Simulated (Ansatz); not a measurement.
# ZrBrCl₃: a spread of methods and bases

Aim: run ZrBrCl₃ under a spread of inputs, and see what each costs and gives.

Program: Ansatz 0.2.0, Gaussian basis. Level of theory: the settings change from run to run. These are calculated values, not measurements.

### 1 The molecule

The geometry comes from an earlier relaxation with PBE0-D4 in a triple-zeta def2 set; it is a stationary point. Zr takes a core potential in def2 sets; no spin-orbit term is included.

SMILES `[Cl][Zr]([Cl])([Cl])[Br]`, 5 atoms, charge 0, spin multiplicity 1.

Atoms are counted from 1 here; the program's logs count them from 0.

Bond lengths: Cl1–Zr2 2.314 Å, Zr2–Cl3 2.314 Å, Zr2–Cl4 2.314 Å, Zr2–Br5 2.472 Å. Angles: Cl1–Zr2–Cl3 109.4°, Cl1–Zr2–Cl4 109.4°, Cl1–Zr2–Br5 109.5°, Cl3–Zr2–Cl4 109.4°, Cl3–Zr2–Br5 109.5°, Cl4–Zr2–Br5 109.5°.

### 2 r2SCANh/def2-TZVPD

Options: atoms shaken by 0.03 Å, finite nuclei, D4 dispersion.

in.yaml

```yaml
crystal:
  periodic: [false, false, false]
  atoms:
    - {symbol: Cl, position_ang: [-0.764258, -0.143068, 2.172902]}
    - {symbol: Zr, position_ang: [0.029104, -0.088384, -0.007825]}
    - {symbol: Cl, position_ang: [2.057399, -1.118950, -0.132113]}
    - {symbol: Cl, position_ang: [-1.529294, -1.026371, -1.448846]}
    - {symbol: Br, position_ang: [0.365063, 2.312005, -0.654932]}
basis:
  gaussian: {orbitals: def2-TZVPD, nuclear_model: gaussian}
hamiltonian: {xc: {name: r2SCANh}, dispersion: d4}
output: {forces: true}
```

Started as:

```sh
ansatz run in.yaml --threads 4 --pin off --events-out ev --progress --plain --max-ram 10444MiB
```

Output:

```text
Functional definition: r2SCANh
  name "r2SCANh"
  cite "Bursch, Neugebauer, Ehlert & Grimme, J. Chem. Phys. 156, 134105 (2022) doi:10.1063/5.0086040"
  cite "Furness, Kaplan, Ning, Perdew & Sun, J. Phys. Chem. Lett. 11, 8208 (2020) doi:10.1021/acs.jpclett.0c02405"
  cite "Furness, Kaplan, Ning, Perdew & Sun, J. Phys. Chem. Lett. 11, 9248 (2020) doi:10.1021/acs.jpclett.0c03077"
  parent r2scan
  parameter a = 0.1
  parameter k0 = 0.174
  parameter k1 = 0.065
  parameter a1 = 4.9479
  exchange = (1 - a)*r2scan_x(k0 = k0, k1 = k1, a1 = a1) + a*exact_x
  correlation = r2scan_c
1598 factors; their error is unknown
mean field evaluation 1: about -108900.6025 eV, gradient 2.2e1 eV
mean field evaluation 2: about -108899.7415 eV, gradient 3.0e1 eV
mean field evaluation 4: about -108901.7192 eV, gradient 2.1e0 eV
mean field evaluation 8: about -108901.7313 eV, gradient 2.2e-2 eV
mean field evaluation 16: about -108901.8909 eV, gradient 1.7e-4 eV
mean field -108901.89085224 eV, -4002.0706724671 hartree, gradient 2.1e-5 eV, S^2 0.000000; 0 other end points of the search recorded, 0 dependent functions left out
the calculation of the forces begins
reference -108901.89088025 eV, -4002.0706734965 hartree; 49, 49 occupied and 186, 186 virtual orbitals, 1598 factors
Total energy: -108901.95245848 eV, -4002.0729364545 hartree
Atom 0 at    -0.764258    -0.143068     2.172902 Å, force     0.012628    -0.052736    -0.015326 eV/Å
Atom 1 at     0.029104    -0.088384    -0.007825 Å, force    -0.565386     0.922269    -0.032088 eV/Å
Atom 2 at     2.057399    -1.118950    -0.132113 Å, force     0.590630    -0.396971    -0.047649 eV/Å
Atom 3 at    -1.529294    -1.026371    -1.448846 Å, force     0.024493    -0.073930    -0.006199 eV/Å
Atom 4 at     0.365063     2.312005    -0.654932 Å, force    -0.062365    -0.398632     0.101263 eV/Å
Dipole moment:     0.040429    -0.082138    -0.000123 e Å
```

Wall time 13 s (4 threads of Arm Neoverse V2, shared host); peak memory 1 GiB.

Largest force 1.082 eV/Å, dipole 0.44 D.

### 3 r2SCAN50/STO-3G

This run has atoms shaken by 0.15 Å, D3(BJ) with three-body dispersion, high accuracy, the search for lower states set to light.

in.yaml

```yaml
crystal:
  periodic: [false, false, false]
  atoms:
    - {symbol: Cl, position_ang: [-0.755564, -0.278308, 1.998992]}
    - {symbol: Zr, position_ang: [0.004279, -0.225964, 0.410207]}
    - {symbol: Cl, position_ang: [2.024740, -0.999136, -0.023886]}
    - {symbol: Cl, position_ang: [-1.767985, -0.900779, -1.436041]}
    - {symbol: Br, position_ang: [0.227683, 2.115623, -0.732563]}
basis:
  gaussian: {orbitals: STO-3G}
hamiltonian: {xc: {name: r2SCAN50}, dispersion: d3bjatm}
accuracy: high
scf: {lower_state_search: light}
```

Same command.

Output, shortened:

```text
Functional definition: r2SCAN50
  name "r2SCAN50"
  cite "Bursch, Neugebauer, Ehlert & Grimme, J. Chem. Phys. 156, 134105 (2022) doi:10.1063/5.0086040"
  cite "Furness, Kaplan, Ning, Perdew & Sun, J. Phys. Chem. Lett. 11, 8208 (2020) doi:10.1021/acs.jpclett.0c02405"
  cite "Furness, Kaplan, Ning, Perdew & Sun, J. Phys. Chem. Lett. 11, 9248 (2020) doi:10.1021/acs.jpclett.0c03077"
  parent r2scan
[...]
1365 factors; integrals over basis functions are off by at most 4.6e-9 eV
[...]
mean field -201828.91022152 eV, -7417.0756460921 hartree, gradient 1.8e-8 eV, S^2 0.000000; 0 other end points of the search recorded, 0 dependent functions left out
reference -201828.91022175 eV, -7417.0756461005 hartree; 63, 63 occupied and 9, 9 virtual orbitals, 1365 factors
Total energy: -201829.01493676 eV, -7417.0794943062 hartree
```

Wall time 6.5 s (4 threads of Arm Neoverse V2, shared host).

### 4 PBEsol/cc-pVTZ-DK

This run has D4 dispersion.

in.yaml

```yaml
crystal:
  periodic: [false, false, false]
  atoms:
    - {symbol: Cl, position_ang: [-0.802917, -0.139693, 2.165948]}
    - {symbol: Zr, position_ang: [0.006009, -0.043426, -0.000345]}
    - {symbol: Cl, position_ang: [2.026362, -1.166345, -0.117532]}
    - {symbol: Cl, position_ang: [-1.512847, -1.041170, -1.433552]}
    - {symbol: Br, position_ang: [0.333295, 2.317034, -0.656019]}
basis:
  gaussian: {orbitals: cc-pVTZ-DK}
hamiltonian: {xc: {name: PBEsol}, dispersion: d4}
output: {forces: true}
```

Launched as before.

Output, shortened:

```text
Functional definition: PBEsol
  name "PBEsol"
  cite "Perdew et al., Phys. Rev. Lett. 100, 136406 (2008) doi:10.1103/PhysRevLett.100.136406"
  cite "Perdew, Burke & Ernzerhof, Phys. Rev. Lett. 77, 3865 (1996) doi:10.1103/PhysRevLett.77.3865"
  parent pbesol
[...]
1751 factors; their error is unknown
[...]
mean field -206335.36261808 eV, -7582.6847170823 hartree, gradient 5.1e-5 eV, S^2 0.000000; 0 other end points of the search recorded, 0 dependent functions left out
[...]
reference -206335.36268275 eV, -7582.6847194590 hartree; 63, 63 occupied and 159, 159 virtual orbitals, 1751 factors
Total energy: -206335.45072548 eV, -7582.6879549698 hartree
Relativity: scalar
Atom 0 at    -0.802917    -0.139693     2.165948 Å, force     0.008038     0.002243    -0.021404 eV/Å
Atom 1 at     0.006009    -0.043426    -0.000345 Å, force     0.014851     0.106872    -0.029775 eV/Å
Atom 2 at     2.026362    -1.166345    -0.117532 Å, force    -0.019383     0.012241     0.000832 eV/Å
Atom 3 at    -1.512847    -1.041170    -1.433552 Å, force     0.014854     0.011031     0.013563 eV/Å
Atom 4 at     0.333295     2.317034    -0.656019 Å, force    -0.018360    -0.132387     0.036783 eV/Å
Dipole moment:     0.003951     0.028476    -0.007918 e Å
```

It took 5.5 s on 4 threads of Arm Neoverse V2, shared host.

Largest force 0.139 eV/Å, dipole 0.14 D.

### 5 PBE0-DH/STO-3G

This run has finite nuclei.

in.yaml, as its differences from that of step 4:

```diff
@@ -9,4 +9,3 @@
 basis:
-  gaussian: {orbitals: cc-pVTZ-DK}
-hamiltonian: {xc: {name: PBEsol}, dispersion: d4}
-output: {forces: true}
+  gaussian: {orbitals: STO-3G, nuclear_model: gaussian}
+hamiltonian: {xc: {name: PBE0-DH}}
```

The command is unchanged.

Output, shortened:

```text
Functional definition: PBE0-DH
  name "PBE0-DH"
  cite "Brémond & Adamo, J. Chem. Phys. 135, 024106 (2011) doi:10.1063/1.3604569"
  cite "Perdew, Burke & Ernzerhof, Phys. Rev. Lett. 77, 3865 (1996) doi:10.1103/PhysRevLett.77.3865"
[...]
799 factors; integrals over basis functions are off by at most 4.9e-5 eV
[...]
mean field -201797.78759674 eV, -7415.9319107269 hartree, gradient 7.5e-7 eV, S^2 0.000000; 0 other end points of the search recorded, 0 dependent functions left out
38 core orbitals not correlated: weight in the atoms' cores, before any rotation towards them, 0.999 or more for the frozen orbitals, at most 0.000 for the correlated occupied ones
reference -201797.78760702 eV, -7415.9319111047 hartree; 25, 25 occupied and 9, 9 virtual orbitals, 799 factors
second order -4.94007292 eV of doubles, -0.00000000 eV of singles
Total energy: -201798.40511613 eV, -7415.9546041461 hartree
```

It took 1.4 s on 4 threads of Arm Neoverse V2, shared host.

### 6 RPA/def2-TZVP

Set apart from the defaults: finite nuclei, correlated electrons set to outside_noble_gas.

in.yaml, as its differences from that of step 5:

```diff
@@ -9,3 +9,4 @@
 basis:
-  gaussian: {orbitals: STO-3G, nuclear_model: gaussian}
-hamiltonian: {xc: {name: PBE0-DH}}
+  gaussian: {orbitals: def2-TZVP, nuclear_model: gaussian}
+hamiltonian: {xc: {name: HF}}
+correlation: {method: rpa, electrons: outside_noble_gas}
```

Same command.

Output:

```text
Functional definition: HF
  name "HF"
  cite "Fock, Z. Phys. 61, 126 (1930) doi:10.1007/BF01340294"
  parent pbe
  exchange = exact_x
  correlation = 0
1337 factors; integrals over basis functions are off by at most 8.5e-4 eV
mean field evaluation 1: about -108782.6583 eV, gradient 3.1e1 eV
mean field evaluation 2: about -108782.8584 eV, gradient 3.2e1 eV
mean field evaluation 4: about -108785.8666 eV, gradient 1.8e0 eV
mean field evaluation 8: about -108785.9026 eV, gradient 2.2e-1 eV
mean field evaluation 16: about -108785.9030 eV, gradient 2.6e-6 eV
mean field -108785.90296158 eV, -3997.8081961045 hartree, gradient 2.6e-6 eV, S^2 0.000000; 0 other end points of the search recorded, 0 dependent functions left out
33 core orbitals not correlated: weight in the atoms' cores, before any rotation towards them, 0.992 or more for the frozen orbitals, at most 0.006 for the correlated occupied ones
reference -108785.90296158 eV, -3997.8081961045 hartree; 16, 16 occupied and 150, 150 virtual orbitals, 1337 factors
Total energy: -108811.47038270 eV, -3998.7477815005 hartree
```

It took 3.3 s on 4 threads of Arm Neoverse V2, shared host; peak memory 0.5 GiB.

### 7 r2SCANh/def2-mTZVP

Set apart from the defaults: charge +1, multiplicity 2, restricted open-shell orbitals, D3(BJ) with three-body dispersion.

in.yaml, as its differences from that of step 6:

```diff
@@ -9,4 +9,6 @@
 basis:
-  gaussian: {orbitals: def2-TZVP, nuclear_model: gaussian}
-hamiltonian: {xc: {name: HF}}
-correlation: {method: rpa, electrons: outside_noble_gas}
+  gaussian: {orbitals: def2-mTZVP}
+total_charge: 1
+magnetization: {spin_polarized: false, initial_magnetization: 1}
+hamiltonian: {xc: {name: r2SCANh}, dispersion: d3bjatm}
+output: {forces: true}
```

Launched as before.

Output, shortened:

```text
Functional definition: r2SCANh
  name "r2SCANh"
  cite "Bursch, Neugebauer, Ehlert & Grimme, J. Chem. Phys. 156, 134105 (2022) doi:10.1063/5.0086040"
  cite "Furness, Kaplan, Ning, Perdew & Sun, J. Phys. Chem. Lett. 11, 8208 (2020) doi:10.1021/acs.jpclett.0c02405"
  cite "Furness, Kaplan, Ning, Perdew & Sun, J. Phys. Chem. Lett. 11, 9248 (2020) doi:10.1021/acs.jpclett.0c03077"
  parent r2scan
[...]
1263 factors; integrals over basis functions are off by at most 2.1e-4 eV
[...]
mean field -108890.30220422 eV, -4001.6447975073 hartree, gradient 2.1e-6 eV, S^2 0.750000; 14 other end points of the search recorded, 0 dependent functions left out
[...]
reference -108890.30222413 eV, -4001.6447982390 hartree; 49, 48 occupied and 86, 87 virtual orbitals, 1263 factors
WARN: the results are in doubt because the forces break the atoms' symmetry
Total energy: -108890.37932287 eV, -4001.6476315654 hartree
Atom 0 at    -0.802917    -0.139693     2.165948 Å, force    -0.015345     0.099740     0.154574 eV/Å
Atom 1 at     0.006009    -0.043426    -0.000345 Å, force     0.091052    -1.243166     0.292822 eV/Å
Atom 2 at     2.026362    -1.166345    -0.117532 Å, force    -0.069406     0.041705     0.003365 eV/Å
Atom 3 at    -1.512847    -1.041170    -1.433552 Å, force    -0.078307     0.019849    -0.165577 eV/Å
Atom 4 at     0.333295     2.317034    -0.656019 Å, force     0.072006     1.081871    -0.285184 eV/Å
Dipole moment:    -0.049457     0.190218    -0.037856 e Å
In doubt: the forces break the atoms' symmetry
```

Wall time 2.8 min (4 threads of Arm Neoverse V2, shared host); peak memory 0.82 GiB.

Largest force 1.280 eV/Å. The log holds a warning on this run.

### 8 SVWN5/def2-SVP

This run has high accuracy.

in.yaml, as its differences from that of step 7:

```diff
@@ -9,6 +9,5 @@
 basis:
-  gaussian: {orbitals: def2-mTZVP}
-total_charge: 1
-magnetization: {spin_polarized: false, initial_magnetization: 1}
-hamiltonian: {xc: {name: r2SCANh}, dispersion: d3bjatm}
+  gaussian: {orbitals: def2-SVP}
+hamiltonian: {xc: {name: SVWN5}}
+accuracy: high
 output: {forces: true}
```

Launched as before.

Output, shortened:

```text
Functional definition: SVWN5
  name "SVWN5"
  cite "Dirac, Proc. Camb. Phil. Soc. 26, 376 (1930) doi:10.1017/S0305004100016108"
  cite "Slater, Phys. Rev. 81, 385 (1951) doi:10.1103/PhysRev.81.385"
  cite "Vosko, Wilk & Nusair, Can. J. Phys. 58, 1200 (1980) doi:10.1139/p80-159"
[...]
2259 factors; integrals over basis functions are off by at most 4.6e-9 eV
[...]
mean field -108663.13496305 eV, -3993.2965553736 hartree, gradient 1.6e-8 eV, S^2 0.000000; 0 other end points of the search recorded, 0 dependent functions left out
[...]
reference -108663.13496860 eV, -3993.2965555778 hartree; 49, 49 occupied and 68, 68 virtual orbitals, 2259 factors
Total energy: -108663.13496860 eV, -3993.2965555778 hartree
Atom 0 at    -0.802917    -0.139693     2.165948 Å, force     0.048525     0.009303    -0.129614 eV/Å
Atom 1 at     0.006009    -0.043426    -0.000345 Å, force     0.013342     0.096193    -0.026733 eV/Å
Atom 2 at     2.026362    -1.166345    -0.117532 Å, force    -0.119555     0.070307     0.005932 eV/Å
Atom 3 at    -1.512847    -1.041170    -1.433552 Å, force     0.090772     0.062868     0.084141 eV/Å
Atom 4 at     0.333295     2.317034    -0.656019 Å, force    -0.033084    -0.238671     0.066274 eV/Å
Dipole moment:     0.001900     0.013678    -0.003808 e Å
```

Wall time 3.6 s (4 threads of Arm Neoverse V2, shared host).

Largest force 0.250 eV/Å, dipole 0.07 D.

### 9 r2SCAN50/def2-TZVPD

Options: D3(BJ) dispersion.

in.yaml, as its differences from that of step 8:

```diff
@@ -9,5 +9,3 @@
 basis:
-  gaussian: {orbitals: def2-SVP}
-hamiltonian: {xc: {name: SVWN5}}
-accuracy: high
-output: {forces: true}
+  gaussian: {orbitals: def2-TZVPD}
+hamiltonian: {xc: {name: r2SCAN50}, dispersion: d3bj}
```

Same command.

Output, shortened:

```text
Warning: the engine holds no damping parameters fitted to this dispersion correction and functional, so the run takes those fitted to r2scan50 beside the three-body term, which d3bj leaves out (hamiltonian.dispersion, under Limitations)
Functional definition: r2SCAN50
  name "r2SCAN50"
  cite "Bursch, Neugebauer, Ehlert & Grimme, J. Chem. Phys. 156, 134105 (2022) doi:10.1063/5.0086040"
  cite "Furness, Kaplan, Ning, Perdew & Sun, J. Phys. Chem. Lett. 11, 8208 (2020) doi:10.1021/acs.jpclett.0c02405"
  cite "Furness, Kaplan, Ning, Perdew & Sun, J. Phys. Chem. Lett. 11, 9248 (2020) doi:10.1021/acs.jpclett.0c03077"
  parent r2scan
[...]
1914 factors; their error is unknown
[...]
mean field -108900.12923262 eV, -4002.0059341401 hartree, gradient 2.1e-5 eV, S^2 0.000000; 0 other end points of the search recorded, 0 dependent functions left out
reference -108900.12925099 eV, -4002.0059348150 hartree; 49, 49 occupied and 186, 186 virtual orbitals, 1914 factors
Total energy: -108900.23207203 eV, -4002.0097134186 hartree
```

It took 11 s on 4 threads of Arm Neoverse V2, shared host; peak memory 0.87 GiB.

### 10 All runs side by side

| level | charge | multiplicity | geometry | functions | energy (eV) | time |
| --- | --- | --- | --- | --- | --- | --- |
| r2SCANh/def2-TZVPD | 0 | 1 | shaken | 235 | -108901.952 | 13 s |
| r2SCAN50/STO-3G | 0 | 1 | shaken | 72 | -201829.015 | 6.5 s |
| PBEsol/cc-pVTZ-DK | 0 | 1 | relaxed | 222 | -206335.451 | 5.5 s |
| PBE0-DH/STO-3G | 0 | 1 | relaxed | 72 | -201798.405 | 1.4 s |
| RPA/def2-TZVP | 0 | 1 | relaxed | 199 | -108811.470 | 3.3 s |
| r2SCANh/def2-mTZVP | 1 | 2 | relaxed | 135 | -108890.379 | 2.8 min |
| SVWN5/def2-SVP | 0 | 1 | relaxed | 117 | -108663.135 | 3.6 s |
| r2SCAN50/def2-TZVPD | 0 | 1 | relaxed | 235 | -108900.232 | 11 s |

### 11 Outcome

| quantity | value |
| --- | --- |
| runs | 8 |
| quickest | PBE0-DH/STO-3G, 1.4 s |
| slowest | r2SCANh/def2-mTZVP, 2.8 min |
| spread of total energies, same state and geometry | 97672.3 eV |
| dipole, same state and geometry | 0.07 to 0.14 D |

What this shows: r2SCANh/def2-mTZVP took 122 times as long as PBE0-DH/STO-3G. The jobs differ in tasks and options as well as level. Total energies at one charge and spin differ by 97672 eV between levels, so only differences within one level mean anything. Some of these runs are scalar-relativistic and others not, which shifts the totals of all-electron atoms past neon by eV; core potentials, where a basis has them, take the core out of the total altogether. At the PBE0-D4/def2-TZVP geometry and in the same state, runs without warnings or point charges leave forces up to 0.25 eV/Å (SVWN5/def2-SVP), against 1.1 eV/Å where the atoms were moved.
